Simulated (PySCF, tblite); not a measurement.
**C5H3N2O radical: geometry, infrared bands and EPR parameters**

Wanted: the infrared bands and EPR parameters of C5H3N2O radical (`[C]#C[C@H](C#N)C(N)=O`), by calculation.

The runs use tblite 0.8.0 and PySCF 2.14.0, with density-fitted response routines of our own; the level of theory stands in each step. All values are computed, except where a source is named. Atoms count from 0, in the outputs and in this text.

## (1) The starting structure

11 atoms, charge 0, multiplicity 2; geometry from: force field or distance geometry start.

Bonds of the start (Å): C0–C1 1.22, C1–C2 1.43, C2–C3 1.46, C3–N4 1.16, C2–C5 1.48, C5–N6 1.44, C5–O7 1.26, C2–H8 1.12, N6–H9 1.04, N6–H10 1.06.

## (2) Optimising the geometry with GFN2-xTB

The job: settings as JSON, then the geometry in Å.

```
{"job": {"kind": "relax", "xc": "GFN2-xTB", "basis": "xTB"}, "charge": 0, "multiplicity": 2}
C     -0.643600     0.734700     2.518100
C     -0.665300     0.544500     1.316600
C     -0.681100     0.293900    -0.091600
C     -1.897700    -0.392500    -0.528800
N     -2.851500    -0.960300    -0.851100
C      0.528100    -0.483000    -0.437600
N      1.839500     0.062200    -0.177000
O      0.409800    -1.630600    -0.956300
H     -0.590100     1.273600    -0.617700
H      2.555600    -0.475500     0.349900
H      2.001900     1.035800    -0.550600
```

Started as:

```
$ OMP_NUM_THREADS=1 python probes_run.py task.json out
```

The driver reads the jobs from task.json and runs them one after another.

**Question.** This job is followed by: GFN2-xTB harmonic vibrations, gas phase; UKS B3LYP, pcH-1 on C H N O, non-relativistic, mean-field spin-orbit, GIAO. Predict these results of the whole session: strongest single infrared mode (GFN2-xTB); zero-point energy (GFN2-xTB); g(iso) (B3LYP); ⟨S²⟩; largest a(iso); potential on the surface of density 0.002 e/bohr³, 1st and 99th percentile.

As calculated:

| quantity | value |
| --- | --- |
| strongest single infrared mode (GFN2-xTB) | 1790 cm⁻¹, 426 km/mol |
| zero-point energy (GFN2-xTB) | 42.4 kcal/mol |
| g(iso) (B3LYP) | 2.00283 |
| ⟨S²⟩ | 0.763 (exact 0.75) |
| largest a(iso) | 13C on C0, 894.6 MHz |
| potential on the surface of density 0.002 e/bohr³, 1st and 99th percentile | -1.53 V and 2.53 V |

In words: The optimisation took 143 steps and gained 1.208 eV; among the close pairs (by a distance rule), C5–N6 changed most, from 1.444 to 1.340 Å. All 27 modes are real, so the xTB geometry is a minimum. The strongest single mode, at 1790 cm⁻¹, moves mainly C5 and O7. GFN2-xTB is a fitted tight-binding method: band positions and strengths are rough. Its intensities can rank the bands wrongly. Most of the unpaired spin sits on C0 (1.06 e). The isotropic g lies 0.5 ppt above the free-electron value. These values are for one conformer; the search (at its own cheap level) found 2 more, at 0.01, 4.40 kcal/mol (those within 0.05 may be mirror or relabelled copies), and measured spectra average over such forms.
